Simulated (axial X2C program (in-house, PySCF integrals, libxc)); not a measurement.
# A two-component session on AsSi⁻: properties at the nuclei

Aim: properties at the nuclei of AsSi⁻, with spin–orbit coupling in the Hamiltonian from the start.

Program: an in-house X2C program for linear molecules on PySCF integrals. Level of theory: two-component X2C with atomic mean-field terms, As dyall-acv3z, Si dyall-av3z. These are calculated values, not measurements.

### Step 1. Set-up

Input file task.json:

```json
{
 "zs": [
  33,
  14
 ],
 "q": -1,
 "bas": [
  "dyall-acv3z",
  "dyall-av3z"
 ],
 "r0": 2.37,
 "levels": [
  "PBE0",
  "HF",
  "BP86",
  "TPSSh",
  "B3LYP"
 ],
 "nst": 3
}
```

Keys: zs atomic numbers; q charge; bas basis sets; r0 starting distance in Å; levels methods (HF also brings MP2); nst determinants followed.

Command:

```console
> python soeom.py task.json out
```

Nuclei are Gaussian, cores are contracted, and the Gaunt term is on.

### Step 2. Expectation values, lowest determinant

R = 2.105 Å. State: Ω = 0 (closed shell).

Output of the PBE0 run:

```text
two-component X2C + atomic mean field  PBE0
basis functions 181  fitting functions 1007  grid points 5078
iter        total energy     max residual
   1      -2549.824624616     1.90e-05
   2      -2549.824624617     2.80e-05
   3      -2549.824624637     4.90e-06
   4      -2549.824624639     3.51e-06
converged
one-electron -3789.20759029  Coulomb 1229.16621318  exact exchange -25.77622178  xc functional -79.30764555  nuclear repulsion 116.14245674  atomic mean-field constant -0.84183694
```

The highest occupied spinor is 53% As p, 36% Si p, 5% Si d.

```csv
level,qzz As (a.u.),qzz Si (a.u.)
PBE0,-2.52,-1.34
HF,-2.82,-1.62
BP86,-2.40,-1.25
TPSSh,-2.41,-1.28
B3LYP,-2.49,-1.35
```

Eeff is the effective electric field on the electron dipole moment in this Ω state and Ws the scalar–pseudoscalar constant (defined with the proton number Z and per Ω); A∥ is the parallel hyperfine constant, which follows by multiplying with the nuclear g factor gI = μI/(I μN); qzz is the electric field gradient, eQq0 = 234.96 MHz × Q/barn × qzz. The operators were transformed with the bare-nucleus X2C matrices.

### Step 3. Expectation values, a higher determinant

R = 2.105 Å. State: Ω = 1 (excess of +ω over −ω: ω = -1/2, ω = 3/2), 2.30 eV above the lowest in the PBE0 search for states (made at or near this distance, with looser thresholds).

Output of the PBE0 run:

```text
two-component X2C + atomic mean field  PBE0
basis functions 181  fitting functions 1007  grid points 5078
iter        total energy     max residual
   1      -2549.740209276     9.23e-06
   2      -2549.740209277     9.40e-06
converged
one-electron -3788.33419223  Coulomb 1228.39257246  exact exchange -25.78620138  xc functional -79.31300793  nuclear repulsion 116.14245674  atomic mean-field constant -0.84183694
```

The highest occupied spinor is 43% Si p, 18% As p, 17% As d.

| level | Eeff magnitude (GV/cm) | Ws magnitude As (kHz) | A∥/gI As (MHz) | qzz As (a.u.) | A∥/gI Si (MHz) | qzz Si (a.u.) |
| --- | --- | --- | --- | --- | --- | --- |
| PBE0 | 0.111 | 0.0484 | 16.8 | -2.87 | -121 | -1.16 |
| HF | 0.272 | 0.119 | 48.4 | -2.93 | -134 | -1.36 |
| BP86 | 0.0779 | 0.033 | 34 | -2.87 | -99.5 | -1.13 |
| TPSSh | 0.11 | 0.048 | 40.2 | -2.84 | -95.2 | -1.11 |
| B3LYP | 0.0686 | 0.0281 | 46.2 | -2.89 | -103 | -1.19 |

### Step 4. Expectation values, a higher determinant

R = 2.105 Å. State: Ω = 3 (excess of +ω over −ω: 2 × ω = 3/2), 2.35 eV above the lowest in the PBE0 search for states (made at or near this distance, with looser thresholds).

Output of the PBE0 run:

```text
two-component X2C + atomic mean field  PBE0
basis functions 181  fitting functions 1007  grid points 5078
iter        total energy     max residual
   1      -2549.738094254     1.53e-05
   2      -2549.738094270     1.24e-05
   3      -2549.738094275     5.46e-06
   4      -2549.738094278     2.67e-06
   5      -2549.738094279     9.20e-07
converged
one-electron -3788.28350344  Coulomb 1228.34214810  exact exchange -25.78575914  xc functional -79.31159961  nuclear repulsion 116.14245674  atomic mean-field constant -0.84183694
```

The highest occupied spinor is 42% Si p, 19% As p, 17% As d.

```
level  Eeff magnitude (GV/cm)  Ws magnitude As (kHz)  A∥/gI As (MHz)  qzz As (a.u.)  A∥/gI Si (MHz)  qzz Si (a.u.)
 PBE0                   0.138                 0.0196             149          -2.90            38.9          -1.19
   HF                   0.227                 0.0337             134          -2.94            43.8          -1.38
 BP86                   0.108                 0.0148             157          -2.91            40.2          -1.16
TPSSh                   0.139                 0.0197             160          -2.87            45.3          -1.14
B3LYP                  0.0879                 0.0116             158          -2.92            45.5          -1.22
```

### Step 5. Results

| quantity | value |
| --- | --- |
| lowest determinant | Ω = 0 (closed shell) |
| qzz As (a.u.), PBE0 | -2.52 |
| qzz Si (a.u.), PBE0 | -1.34 |
| higher determinant | Ω = 1 (excess of +ω over −ω: ω = -1/2, ω = 3/2) |
| Eeff magnitude (GV/cm), PBE0, higher determinant | 0.111 |
| Ws magnitude As (kHz), PBE0, higher determinant | 0.0484 |
| A∥/gI As (MHz), PBE0, higher determinant | 16.8 |
| qzz As (a.u.), PBE0, higher determinant | -2.87 |
| higher determinant | Ω = 3 (excess of +ω over −ω: 2 × ω = 3/2) |
| Eeff magnitude (GV/cm), PBE0, higher determinant | 0.138 |
| Ws magnitude As (kHz), PBE0, higher determinant | 0.0196 |
| A∥/gI As (MHz), PBE0, higher determinant | 149 |
| qzz As (a.u.), PBE0, higher determinant | -2.90 |

In words: The expectation values come from single determinants, which for open shells can mix terms of unlike spin or miss the lowest Ω, so a determinant need not be a state. Eeff is the effective electric field on the electron dipole moment in this Ω state and Ws the scalar–pseudoscalar constant (defined with the proton number Z and per Ω); A∥ is the parallel hyperfine constant, which follows by multiplying with the nuclear g factor gI = μI/(I μN); qzz is the electric field gradient, eQq0 = 234.96 MHz × Q/barn × qzz. The operators were transformed with the bare-nucleus X2C matrices.
